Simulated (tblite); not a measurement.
# C8H15PS: the cost of one run

The runs use tblite 0.8.0 and PySCF 2.14.0, with density-fitted response routines of our own; the level of theory stands in each step. All values are computed, except where a source is named. Atoms count from 0, in the outputs and in this text.

## Step 1: Starting geometry

25 atoms, charge 0, multiplicity 1; geometry from: force field or distance geometry start.

Bonds of the start (Å): C0–C1 1.35, C1–C2 1.48, C2–P3 1.76, P3–C4 1.73, P3–C5 1.76, C5–C6 1.52, C6–S7 1.82, S7–C8 1.83, C8–C9 1.52, C9–P3 1.75, C0–H10 1.08, C0–H11 1.08, C1–H12 1.11, C2–H13 1.10, C2–H14 1.10, C4–H15 1.10, C4–H16 1.11, C5–H17 1.09, C5–H18 1.11, C6–H19 1.10, C6–H20 1.09, C8–H21 1.09, C8–H22 1.08, C9–H23 1.10, C9–H24 1.10.

## Step 2: Geometry optimisation with GFN2-xTB

Job settings and geometry (Å):

```
{"job": {"kind": "relax", "xc": "GFN2-xTB", "basis": "xTB"}, "charge": 0, "multiplicity": 1}
C      2.813900    -1.001000     0.761700
C      1.867700    -0.076700     1.038300
C      1.457700     0.998800     0.113500
P     -0.190000     0.746800    -0.437600
C     -0.468100     2.103800    -1.467000
C     -1.479200     0.892500     0.748000
C     -1.791400    -0.420300     1.443700
S     -2.323100    -1.705100     0.269000
C     -0.802400    -1.900000    -0.731300
C     -0.477700    -0.622800    -1.490500
H      3.310600    -1.020300    -0.198400
H      3.080300    -1.756300     1.493500
H      1.401400    -0.094400     2.040700
H      2.131500     1.050000    -0.751800
H      1.534200     1.970600     0.633600
H     -1.425000     2.229700    -1.995200
H      0.298700     2.884500    -1.629000
H     -2.390200     1.260900     0.273900
H     -1.197200     1.642000     1.509700
H     -2.595700    -0.270500     2.175400
H     -0.928800    -0.793200     2.002000
H      0.009300    -2.184500    -0.065900
H     -0.961400    -2.709800    -1.425800
H     -1.300100    -0.408700    -2.190100
H      0.414300    -0.791900    -2.111300
```

Command:

```sh
$ OMP_NUM_THREADS=1 python probes_run.py task.json out
```

One launch serves the whole session: the jobs run in the order shown.

**Question.** How long does this first job take on 1 thread of Arm Neoverse V2, shared host, and how much memory does it need?

About 1.8 s, with a peak of 0.18 GiB.
